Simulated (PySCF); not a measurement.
# [SiF3]− (SMILES F[Si-](F)F) at wB97X-V/STO-6G

What is the vertical ionisation energy of [SiF3]− at wB97X-V/STO-6G? The job is set up through a Python script.

Program for the calculation: PySCF 2.14.0.

7 further runs of the same task are left out: 7 set aside as unsound or not needed.

**1. The molecule**

[SiF3]−: 4 atoms, total charge -1, spin state singlet. SMILES: `F[Si-](F)F`. The coordinates come from a GFN2-xTB relaxation.

Bond lengths: Si1–F2 1.693 Å, Si1–F3 1.696 Å, Si1–F4 1.697 Å. Angles: F2–Si1–F3 93.7°, F2–Si1–F4 93.6°, F3–Si1–F4 93.7°.

**2. A single-point energy at wB97X-V/STO-6G**

File run.py:

```python
from pyscf import gto, dft

mol = gto.M(
    atom=[
    ('Si', (-0.004470, 0.005770, 0.685050)),
    ('F', (1.428310, -0.030960, -0.216950)),
    ('F', (-0.687310, 1.250250, -0.242810)),
    ('F', (-0.736530, -1.225060, -0.225300)),
],
    verbose=3,
    charge=-1,
    spin=0,
    basis='sto-6g',
    max_memory=1860,
)

ks = dft.RKS(mol, xc='wb97x-v')
ks.grids.level = 5
ks.conv_tol = 1e-10
ks.nlcgrids.level = 1
ks.kernel()
if not ks.converged:
    ks = ks.newton().run(ks.mo_coeff, ks.mo_occ)

energy = ks.e_tot
print('E(%s) = %.9f' % ('WB97X-V', energy))
```

Launch:

```bash
OMP_NUM_THREADS=1 python run.py
```

Log:

```text
converged SCF energy = -586.177564322515
E(WB97X-V) = -586.177564323
```

Run time: 26 s. Hardware: 1 thread of Arm Neoverse V1, shared host; peak memory 0.22 GiB.

**3. Doublet neutral SiF3, same level**

File input.py:

```python
from pyscf import gto, dft

molecule = gto.M(
    atom=[
    ('Si', (-0.004470, 0.005770, 0.685050)),
    ('F', (1.428310, -0.030960, -0.216950)),
    ('F', (-0.687310, 1.250250, -0.242810)),
    ('F', (-0.736530, -1.225060, -0.225300)),
],
    charge=0,
    max_memory=1860,
    verbose=3,
    spin=1,
    basis='sto-6g',
)

mf = dft.UKS(molecule)
mf.xc = 'wb97x-v'
mf.nlcgrids.level = 1
mf.grids.level = 5
mf.conv_tol = 1e-10
mf.kernel()
if not mf.converged:
    mf = mf.newton().run(mf.mo_coeff, mf.mo_occ)

e_tot = mf.e_tot
print('Final energy', e_tot)
```

Launch:

```bash
OMP_NUM_THREADS=1 python input.py
```

Log:

```text
converged SCF energy = -586.276447850094  <S^2> = 0.75832813  2S+1 = 2.0083109
Final energy -586.276447850094
```

Wall time 34 s (1 thread of Arm Neoverse V1, shared host); peak memory 0.23 GiB.

**4. What came out**

At wB97X-V/STO-6G:

| quantity | value |
| --- | --- |
| singlet [SiF3]−: total energy | -586.17756 Eh |
| singlet [SiF3]−: HOMO energy | 3.91 eV |
| singlet [SiF3]−: LUMO energy | 19.18 eV |
| singlet [SiF3]−: HOMO–LUMO gap (to an unbound level, set by the basis) | 15.27 eV |
| doublet neutral SiF3: total energy | -586.27645 Eh |
| doublet neutral SiF3: dipole moment | 1.96 D |
| doublet neutral SiF3: HOMO energy (highest over α and β) | -6.45 eV |
| doublet neutral SiF3: LUMO energy (lowest over α and β) | 1.50 eV |
| doublet neutral SiF3: ⟨S²⟩ | 0.758 |
| vertical detachment energy (to the doublet neutral) | -2.691 eV |

The species is unbound against losing an electron at this level, by 2.69 eV (−260 kJ/mol); missing correlation or diffuse functions can give that sign where the real anion is bound. In a minimal basis such a difference can be off by several eV, whatever the method. The HOMO (singlet [SiF3]−) lies at positive energy, 3.91 eV; only total energies tell whether the electron is bound.
